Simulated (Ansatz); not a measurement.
# NO2 (nitrogen dioxide): UB3LYP/6-31G(d) (Cartesian functions)

Aim: the electronic atomisation energy of NO2 (nitrogen dioxide) at UB3LYP/6-31G* (Cartesian functions), from 3 runs. 

The calculation is run with Ansatz 0.2.0.

34 further runs of the same task are left out: 34 set aside as unsound or not needed.

### Step 1. Starting point

NO2: 3 atoms, total charge 0, spin state doublet. As SMILES, `[O]N=O`. The coordinates come from a PBE0-D4/def2-TZVP relaxation.

Bond lengths: O1–N2 1.183 Å, N2–O3 1.183 Å. Angles: O1–N2–O3 134.8°.

### Step 2. A single-point energy at UB3LYP/6-31G(d) (Cartesian functions)

The input, run.yaml:

```yaml
crystal:
  periodic: [false, false, false]
  atoms:
    - {symbol: O, position_ang: [0.209760, -1.082190, 0.000620]}
    - {symbol: N, position_ang: [-0.265470, -0.009110, -0.145890]}
    - {symbol: O, position_ang: [0.055690, 1.091300, 0.145270]}
basis:
  gaussian: {orbitals: "6-31G*"}
total_charge: 0
magnetization: {spin_polarized: true, initial_magnetization: 1}
hamiltonian: {xc: {name: B3LYP}}
accuracy: high
output: {orbitals: {seedname: orbitals}}
```

Launch:

```bash
$ ansatz run run.yaml --threads 1 --pin off --max-ram 3480MiB --events-out events.jsonl --progress --plain --runs-dir runs
```

What it wrote:

```text
Warning: RAYON_NUM_THREADS=1 ignored (pool sized by the plan → 1); use --threads N
Functional definition: B3LYP
  name "B3LYP"
  parameter a0 = 0.2
  parameter ax = 0.72
  parameter ac = 0.81
  exchange = (1 - a0 - ax)*slater_x + ax*b88_x + a0*exact_x
  correlation = (1 - ac)*vwn_rpa_c + ac*lyp_c
825 factors; integrals over basis functions are off by at most 2.3e-9 eV
mean field evaluation 1: about -5578.0191 eV, gradient 2.7e1 eV
mean field evaluation 2: about -5573.4653 eV, gradient 4.6e1 eV
mean field evaluation 4: about -5580.2174 eV, gradient 6.8e-1 eV
mean field evaluation 8: about -5580.2617 eV, gradient 2.2e-2 eV
mean field evaluation 16: about -5580.2617 eV, gradient 2.4e-5 eV
mean field -5580.26171917 eV, -205.0708357424 hartree, gradient 2.6e-8 eV, S^2 0.753019; 0 other end points of the search recorded, 0 dependent functions left out
reference -5580.26173570 eV, -205.0708363497 hartree; 12, 11 occupied and 33, 34 virtual orbitals, 825 factors
Total energy: -5580.26173570 eV, -205.0708363497 hartree
```

Run time: 2.1 s. Hardware: 1 thread of Arm Neoverse V2, shared host; peak memory 0.13 GiB.

### Step 3. The N atom at the same level

The input, run.yaml:

```yaml
crystal:
  periodic: [false, false, false]
  atoms:
    - symbol: "N"
      position_ang: [0.000000, 0.000000, 0.000000]
basis:
  gaussian:
    orbitals: "6-31G*"
total_charge: 0
magnetization:
  spin_polarized: true
  initial_magnetization: 3
hamiltonian:
  xc: {name: B3LYP}
accuracy: high
```

Launch:

```bash
$ ansatz run run.yaml --threads 1 --pin off --max-ram 3480MiB --events-out events.jsonl --progress --plain --runs-dir runs
```

What it wrote:

```text
Warning: RAYON_NUM_THREADS=1 ignored (pool sized by the plan → 1); use --threads N
Functional definition: B3LYP
  name "B3LYP"
  parameter a0 = 0.2
  parameter ax = 0.72
  parameter ac = 0.81
  exchange = (1 - a0 - ax)*slater_x + ax*b88_x + a0*exact_x
  correlation = (1 - ac)*vwn_rpa_c + ac*lyp_c
99 factors; integrals over basis functions are off by at most 1.4e-9 eV
mean field evaluation 1: about -1485.1959 eV, gradient 5.5e0 eV
mean field evaluation 2: about -1485.2792 eV, gradient 3.0e0 eV
mean field evaluation 4: about -1485.3197 eV, gradient 1.1e-1 eV
mean field evaluation 8: about -1485.3196 eV, gradient 3.6e-4 eV
mean field -1485.31960896 eV, -54.5844888436 hartree, gradient 7.5e-8 eV, S^2 3.752381; 0 other end points of the search recorded, 0 dependent functions left out
reference -1485.31962385 eV, -54.5844893906 hartree; 5, 2 occupied and 10, 13 virtual orbitals, 99 factors
Total energy: -1485.31962385 eV, -54.5844893906 hartree
```

Wall time 0.26 s (1 thread of Arm Neoverse V2, shared host).

### Step 4. The O atom, same level

The input, molecule.yaml:

```yaml
crystal:
  periodic: [false, false, false]
  atoms:
    - {symbol: O, position_ang: [0.000000, 0.000000, 0.000000]}
basis:
  gaussian:
    orbitals: "6-31G*"
magnetization:
  spin_polarized: true
  initial_magnetization: 2
hamiltonian:
  xc: {name: B3LYP}
accuracy: high
```

Run the same way, it converges to -75.06062 Eh (log not shown).

### Step 5. What came out

At UB3LYP/6-31G* (Cartesian functions):

| quantity | value |
| --- | --- |
| molecule: total energy | -205.07084 Eh |
| molecule: HOMO energy (highest over α and β) | -7.57 eV |
| molecule: LUMO energy (lowest over α and β) | -3.61 eV |
| molecule: ⟨S²⟩ | 0.753 |
| N atom: total energy | -54.58449 Eh |
| N atom: ⟨S²⟩ | 3.752 |
| O atom: total energy | -75.06062 Eh |
| O atom: ⟨S²⟩ | 2.002 |
| electronic atomisation energy | 9.935 eV |

In words: Taking the molecule apart into free atoms costs 9.93 eV (959 kJ/mol), before zero-point energy and without spin-orbit coupling.
